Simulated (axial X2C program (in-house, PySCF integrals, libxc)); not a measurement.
# A two-component session on BiC: properties at the nuclei

Aim: properties at the nuclei of BiC, with spin–orbit coupling in the Hamiltonian from the start.

Program: an in-house X2C program for linear molecules on PySCF integrals. Level of theory: two-component X2C with atomic mean-field terms, Bi dyall-cv3z, C dyall-v3z. These are calculated values, not measurements.

## (1) Input

task.json reads:

```json
{"zs": [83, 6], "q": 0, "bas": ["dyall-cv3z", "dyall-v3z"], "r0": 2.08, "levels": ["PBE0", "HF", "r2SCAN", "B3LYP", "BHandHLYP"], "nst": 3}
```

Keys: zs atomic numbers; q charge; bas basis sets; r0 starting distance in Å; levels methods (HF also brings MP2); nst determinants followed.

Launch:

```console
python soeom.py task.json out
```

The runs that follow: Expectation values, lowest determinant; Expectation values, a higher determinant; Expectation values, a higher determinant.

**Question.** What will these runs give? Wanted: lowest determinant; Eeff magnitude; Ws magnitude Bi; A∥/gI Bi; qzz Bi; higher determinant (for each run or level that gives them).

The runs gave:

```
                                        quantity                                                  value
                              lowest determinant                Ω = 3/2 (excess of +ω over −ω: ω = 3/2)
                    Eeff magnitude (GV/cm), PBE0                                                   5.29
                     Ws magnitude Bi (kHz), PBE0                                                   6.41
                            A∥/gI Bi (MHz), PBE0                                                    592
                             qzz Bi (a.u.), PBE0                                                  -9.33
                              higher determinant                Ω = 1/2 (excess of +ω over −ω: ω = 1/2)
Eeff magnitude (GV/cm), PBE0, higher determinant                                                   13.5
 Ws magnitude Bi (kHz), PBE0, higher determinant                                                   34.3
        A∥/gI Bi (MHz), PBE0, higher determinant                                                    271
         qzz Bi (a.u.), PBE0, higher determinant                                                   1.44
                              higher determinant  Ω = 1/2 (excess of +ω over −ω: 2 × ω = -1/2, ω = 3/2)
Eeff magnitude (GV/cm), PBE0, higher determinant                                                   7.36
 Ws magnitude Bi (kHz), PBE0, higher determinant                                                   19.5
        A∥/gI Bi (MHz), PBE0, higher determinant                                                  -1860
         qzz Bi (a.u.), PBE0, higher determinant                                                  -3.55
```

In the first state, the effective field runs from 1.73 to 77.4 GV/cm over the mean-field levels, so the levels don't agree on it. The expectation values come from single determinants, which for open shells can mix terms of unlike spin or miss the lowest Ω, so a determinant need not be a state. Eeff is the effective electric field on the electron dipole moment in this Ω state and Ws the scalar–pseudoscalar constant (defined with the proton number Z and per Ω); A∥ is the parallel hyperfine constant, which follows by multiplying with the nuclear g factor gI = μI/(I μN); qzz is the electric field gradient, eQq0 = 234.96 MHz × Q/barn × qzz; μ is positive if C is the positive end. The operators were transformed with the bare-nucleus X2C matrices.
